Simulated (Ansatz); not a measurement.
# LiPS3: the cost of one run

Program: Ansatz 0.2.0. Level of theory: DFT PBE, scalar-relativistic, plane waves, PAW, unless a step names another level. These are calculated values, not measurements.

13 further runs of the same task are left out: 1 that didn't finish, 12 set aside as unsound or not needed.

### 1 The formula and the candidates

Pauling electronegativities: Li 0.98, P 2.19, S 2.58 (spread 1.60). The formula balances with common oxidation states: P +5, Li +1, S -2. Tabulated atomic sizes suggest about 19 Å³/atom. 28 candidates were drawn, by swapping species into database cells of other compounds, at random by space group and Wyckoff sites, or by hand, as the table says:

```tsv
name	made from	space group no.	Wyckoff sites	atoms (primitive cell)	V (Å³/atom)
c01	database cell of CeNiGe3	65	Li 4j; P 4i; S 4j, 4i, 4i	10	19.6
c02	database cell of GaNi3As	187	Li 1b; P 1c; S 2i, 1d	5	18.6
c03	database cell of SrGeAu3	129	Li 2a; P 2c; S 4e, 2c	10	20.0
c04	database cell of TlGeCl3	8	Li 2a; P 2a; S 4b, 2a	5	22.4
c05	database cell of CaIrO3	63	Li 4c; P 4b; S 4c, 8f	10	17.6
c06	database cell of YWN3	26	Li 2a; P 2b; S 2b, 2b, 2a	10	18.8
c07	database cell of YbCeSe3	63	Li 4a; P 4c; S 4c, 8f	10	19.1
c08	database cell of BaPbO3	12	Li 4i; P 4e; S 4h, 4i, 4g	10	16.6
c09	database cell of CsAuSe3	15	Li 4e; P 4e; S 4e, 8f	10	20.6
c10	database cell of BaBiO3	148	Li 6c; P 3a, 3b; S 18f	10	17.9
c11	database cell of CeGa3Pd	63	Li 4c; P 4c; S 4c, 8e	10	19.5
c12	database cell of YbBRh3	221	Li 1a; P 1b; S 3c	5	20.7
c13	database cell of Mg3BiSb	156	Li 1b; P 1c; S 1a, 1b, 1c	5	25.3
c14	database cell of CsPbBr3	140	Li 4b; P 4c; S 4a, 8h	10	22.3
c15	database cell of Ag3SI	6	Li 1b; P 1a; S 1a, 1b, 1a	5	19.4
c16	database cell of EuSi3Ni	107	Li 2a; P 2a; S 4b, 2a	5	19.3
c17	database cell of KNO3	11	Li 2e; P 2e; S 4f, 2e	10	23.9
c18	database cell of LaOsN3	51	Li 2f; P 2e; S 4i, 2c	10	18.6
c19	database cell of YTiO3	194	Li 2a; P 2c; S 4f, 2b	10	20.4
c20	database cell of CsCaH3	221	Li 1b; P 1a; S 3c	5	20.2
c21	database cell of CsTlBr3	225	Li 8c; P 4b, 4a; S 24e	10	21.8
c22	database cell of CsMnI3	194	Li 2d; P 2a; S 6h	10	21.0
c23	database cell of CaSnS3	148	Li 6c; P 6c; S 18f	10	20.4
c24	database cell of KIO3	146	Li 3a; P 3a; S 9b	5	17.3
c25	database cell of SrTcN3	63	Li 4c; P 4c; S 8g, 4a	10	20.0
c26	database cell of KIO3	160	Li 3a; P 3a; S 9b	5	17.2
c27	database cell of LiSbO3	12	Li 4h; P 4g; S 4i, 8j	10	17.4
c28	database cell of LiScI3	188	Li 2a; P 2e; S 6k	10	20.0
```

### 2 Screening run of c01

The input, input.yaml:

```yaml
crystal:
  lattice:
    - [2.10118395, -11.03987345, 0.0]
    - [2.10118395, 11.03987345, 0.0]
    - [0.0, 0.0, 4.21986799]
  atoms:
    - { symbol: Li, position: [0.668423, 0.331577, 0.5] }
    - { symbol: Li, position: [0.331577, 0.668423, 0.5] }
    - { symbol: P, position: [0.89042652, 0.10957348, 0.0] }
    - { symbol: P, position: [0.10957348, 0.89042652, 0.0] }
    - { symbol: S, position: [0.94272602, 0.05727398, 0.5] }
    - { symbol: S, position: [0.05727398, 0.94272602, 0.5] }
    - { symbol: S, position: [0.78353399, 0.21646601, 0.0] }
    - { symbol: S, position: [0.21646601, 0.78353399, 0.0] }
    - { symbol: S, position: [0.55715853, 0.44284147, 0.0] }
    - { symbol: S, position: [0.44284147, 0.55715853, 0.0] }
basis:
  ecutwfc: 420
kpoints:
  mp_grid: { grid: [3, 3, 3] }
hamiltonian:
  xc: pbe
scf:
  occupations: { method: gaussian, width: 0.15 }
  lower_state_search: "off"
output:
  forces: true
  stress: true
  eigenvalues: true
relax:
  adjacent_minimum: "off"
  f_tol: 0.08
  max_steps: 16
  cell: { stress_tol: 0.8 }
```

Started as:

```console
ansatz run input.yaml --threads 1 --pin off --max-ram 2560MiB --backend cpu --events-out ev --progress --plain --runs-dir out
```

What time and memory should one allow on 1 thread of Arm Neoverse V2, shared host?

About 74 s, with a peak of 0.44 GiB.
